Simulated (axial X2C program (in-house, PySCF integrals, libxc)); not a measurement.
# CeS⁺: the levels of the configuration f1 s0 d(πδ)0

Which Ω levels does CeS⁺ have in the configuration f1 s0 d(πδ)0, and how far apart?

Method: two-component X2C, average-of-configuration Hartree–Fock and CI in the open shells; program: an in-house X2C program for linear molecules on PySCF integrals.

All values are calculated.

### Step 1. Set-up

task.json

```json
{"zs": [58, 16], "q": 1, "bas": ["dyall-v3z", "dyall-v3z"], "r0": 2.31, "metal": 0, "shells": [[3, [0, 1, 2, 3], 1], [0, [0], 0], [2, [1, 2], 0]], "fix": 0, "emax": 2.2, "nroots": 6}
```

Keys: zs atomic numbers; q charge; bas basis sets; r0 starting distance in Å; metal index of the metal atom; shells open shells as [l, |m| values, electrons]; fix electron count of the first shell held; emax energy window in eV; nroots roots for each Ω.

Started as:

```sh
python soci.py task.json out
```

Two-component X2C with atomic mean-field Coulomb and Gaunt terms, basis Ce dyall-v3z, S dyall-v3z (cores contracted in-house). Orbitals come from Hartree–Fock averaged over the configuration Ce f1 s0 d(πδ)0; CI then distributes these electrons over the f, s, d(πδ) shells of Ce.

### Step 2. CI at R = 2.298 Å

What does the calculation give? Wanted: lowest level of the model; next level; lowest curve, Re and ωe.

**Answer**, as computed:

| quantity | value |
| --- | --- |
| lowest level of the model | Ω = 5/2, g∥ = 4.18, 100% f1 |
| next level | Ω = 3/2, 670 cm⁻¹ higher |
| lowest curve, Re and ωe | 2.300 Å, 524.4 cm⁻¹ |

**Reading.** In the lowest level ⟨Sz⟩ = -0.41 and ⟨Lz⟩ = 2.91; its leading determinant has weight 1.00 among 3. The 3 lowest levels are the Ω components of the Hund's-rule level 2F5/2 of f1 (free-ion gJ = 0.857), split by the axial field over 1098 cm⁻¹. From 2.298 to 2.585 Å the gap from the lowest to the fifth level goes from 2535 to 2674 cm⁻¹. Without dynamic correlation distances can be off by several hundredths of an Å, and the wavenumbers are rough. Dynamic correlation is missing, so gaps between terms are too wide and other configurations may lie lower; the lowest level listed is that of this model, not necessarily the ground state. At most 6 roots were kept for each Ω > 0 (twice that for Ω = 0) within 2.2 eV of the lowest, so higher up levels can be missing between those listed; levels with Ω > 0 are doubly degenerate and listed once, Ω = 0 levels singly. States that fill the shells left empty in the average are placed too high.
